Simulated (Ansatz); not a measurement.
# TiNi: the cost of one run

Computed with Ansatz 0.2.0 (DFT PBEsol, scalar-relativistic, plane waves, PAW, unless a step's input says otherwise).

1 further run of the same task is left out (set aside as unsound or not needed).

## Step 1: The system as given

Symmetry: Pm-3m, No. 221, cubic system. Conventional cell: a = 2.971 Å, b = 2.971 Å, c = 2.971 Å, α = 90.00°, β = 90.00°, γ = 90.00°. Around Ti (site symmetry m-3m) lie 8 Ni at 2.57 Å. Around Ni (site symmetry m-3m) lie 8 Ti at 2.57 Å.

Structure file:

```cif
data_structure
_symmetry_space_group_name_H-M 'P 1'
_symmetry_Int_Tables_number 1
_cell_length_a 2.9709
_cell_length_b 2.9709
_cell_length_c 2.9709
_cell_angle_alpha 90.000
_cell_angle_beta 90.000
_cell_angle_gamma 90.000
_cell_volume 26.22
loop_
_atom_site_label
_atom_site_type_symbol
_atom_site_fract_x
_atom_site_fract_y
_atom_site_fract_z
_atom_site_occupancy
Ti1 Ti 0.50000 0.50000 0.50000 1
Ni1 Ni 0.00000 0.00000 0.00000 1
```

It goes back to an entry of the Materials Project, which need not be the stable form.

It is the result of an earlier relaxation at this level (volume 13.11 Å³/atom; gap on the mesh: none (metal)).

## Step 2: Static run: bands, density of states and charges

Contents of input.yaml:

```yaml
crystal:
  lattice:
    - [2.9708666838, 0.0, 0.0]
    - [0.0, 2.9708666838, 0.0]
    - [0.0, 0.0, 2.9708666838]
  atoms:
    - { symbol: Ti, position: [0.5, 0.5, 0.5] }
    - { symbol: Ni, position: [0.0, 0.0, 0.0] }
basis:
  ecutwfc: 420
kpoints:
  mp_grid: { grid: [14, 14, 14] }
  band_path:
    path:
      - [[0.0, 0.0, 0.0], [0.0, 0.5, 0.0], [0.5, 0.5, 0.0], [0.0, 0.0, 0.0], [0.5, 0.5, 0.5], [0.0, 0.5, 0.0]]
      - [[0.5, 0.5, 0.5], [0.5, 0.5, 0.0]]
    npoints: 14
hamiltonian:
  xc: pbesol
scf:
  occupations: { method: gaussian, width: 0.1 }
  n_extra_bands: 6
output:
  forces: true
  stress: true
  eigenvalues: true
  populations: true
  dos: { projected: true, de: 0.02, nscf_kmesh: { grid: [21, 21, 21] } }
  bader: true
  write_density: true
  write_potential: true
  elf: true
  volumetric_format: npy
checkpoint:
  read: start.run
  write: ck
  compress: false
  write_wavefunctions: false
  write_every: 100000
```

On the command line:

```
ansatz run input.yaml --threads 1 --pin off --max-ram 2560MiB --backend cpu --events-out ev --progress --plain --runs-dir out
```

Q: Estimate wall time and peak memory on 1 thread of Intel Xeon Platinum 8259CL at 2.50GHz (Skylake/Cascade Lake), shared host.

About 27 s, with a peak of 0.45 GiB.
